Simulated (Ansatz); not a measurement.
# CH8N2Si (SMILES C[SiH](N)N): one structure at several levels

The task here is to estimate one member of a computed series from the others.

Program: Ansatz 0.2.0, Gaussian basis. Level of theory: single points in def2-TZVPP. These are calculated values, not measurements.

Cores are frozen in the correlated methods.

## The starting structure

SMILES `C[SiH](N)N`, 12 atoms, charge 0, spin multiplicity 1.

Atoms are counted from 1 here; the program's logs count them from 0.

Bond lengths: C1–Si2 1.898 Å, C1–H5 1.069 Å, C1–H6 1.091 Å, C1–H7 1.096 Å, Si2–N3 1.696 Å, Si2–N4 1.736 Å, Si2–H8 1.487 Å, N3–H9 1.018 Å, N3–H10 1.043 Å, N4–H11 1.006 Å, N4–H12 1.027 Å. Angles: Si2–C1–H5 112.3°, Si2–C1–H6 110.8°, Si2–C1–H7 113.8°, H5–C1–H6 108.1°, H5–C1–H7 106.7°, H6–C1–H7 104.6°, C1–Si2–N3 118.2°, C1–Si2–N4 104.6°, C1–Si2–H8 109.7°, N3–Si2–N4 103.9°, N3–Si2–H8 103.7°, N4–Si2–H8 117.4°, Si2–N3–H9 119.2°, Si2–N3–H10 117.9°, H9–N3–H10 109.1°, Si2–N4–H11 117.4°, Si2–N4–H12 114.5°, H11–N4–H12 110.9°.

As a file:

```mol
CH8N2Si
  3D, bonds by distance, orders not assigned

 12 11  0  0  0  0  0  0  0  0999 V2000
   -0.8037    1.2934   -0.4300 C   0  0
   -0.1722   -0.3176    0.3499 Si  0  0
    1.2882   -0.2712    1.2115 N   0  0
    0.1748   -1.3503   -1.0011 N   0  0
   -0.1129    1.6994   -1.1369 H   0  0
   -0.9877    2.0492    0.3355 H   0  0
   -1.7626    1.1871   -0.9507 H   0  0
   -1.1564   -0.8084    1.3510 H   0  0
    2.1614   -0.1570    0.7017 H   0  0
    1.3236    0.3035    2.0807 H   0  0
   -0.5792   -1.5502   -1.6366 H   0  0
    0.6879   -2.2069   -0.7610 H   0  0
  1  2  8  0
  1  5  8  0
  1  6  8  0
  1  7  8  0
  2  3  8  0
  2  4  8  0
  2  8  8  0
  3  9  8  0
  3 10  8  0
  4 11  8  0
  4 12  8  0
M  END
```

Set-up of the first run:

run/in.yaml reads:

```yaml
crystal:
  periodic: [false, false, false]
  atoms:
    - {symbol: C, position_ang: [-0.803700, 1.293400, -0.430000]}
    - {symbol: Si, position_ang: [-0.172200, -0.317600, 0.349900]}
    - {symbol: N, position_ang: [1.288200, -0.271200, 1.211500]}
    - {symbol: N, position_ang: [0.174800, -1.350300, -1.001100]}
    - {symbol: H, position_ang: [-0.112900, 1.699400, -1.136900]}
    - {symbol: H, position_ang: [-0.987700, 2.049200, 0.335500]}
    - {symbol: H, position_ang: [-1.762600, 1.187100, -0.950700]}
    - {symbol: H, position_ang: [-1.156400, -0.808400, 1.351000]}
    - {symbol: H, position_ang: [2.161400, -0.157000, 0.701700]}
    - {symbol: H, position_ang: [1.323600, 0.303500, 2.080700]}
    - {symbol: H, position_ang: [-0.579200, -1.550200, -1.636600]}
    - {symbol: H, position_ang: [0.687900, -2.206900, -0.761000]}
basis:
  gaussian: {orbitals: def2-TZVPP}
correlation: {method: ccsd_t}
```

No record of the launch command was kept for these runs.

Among the steps run: CCSD(T)/def2-TZVPP; PBE0-D4/def2-TZVPP; wB97M-V/def2-TZVPP; r2SCAN-D4/def2-TZVPP; PBE-D4/def2-TZVPP; B97M-V/def2-TZVPP; BHLYP-D4/def2-TZVPP.

One table of the session follows, with a row left open; its other results are not shown here.

| method | RMS force component (eV/Å) | dipole (D) |
| --- | --- | --- |
| PBE0-D4 | 0.557 | 0.43 |
| wB97M-V | 0.554 | 0.43 |
| r2SCAN-D4 | 0.538 | 0.47 |
| PBE-D4 | 0.525 | 0.48 |
| B97M-V | 0.572 | 0.57 |
| BHLYP-D4 | ? | ? |

Estimate the missing values for BHLYP-D4.

The run gave: RMS force component (eV/Å): 0.626; dipole (D): 0.38. In the column «RMS force component (eV/Å)» it is the highest.
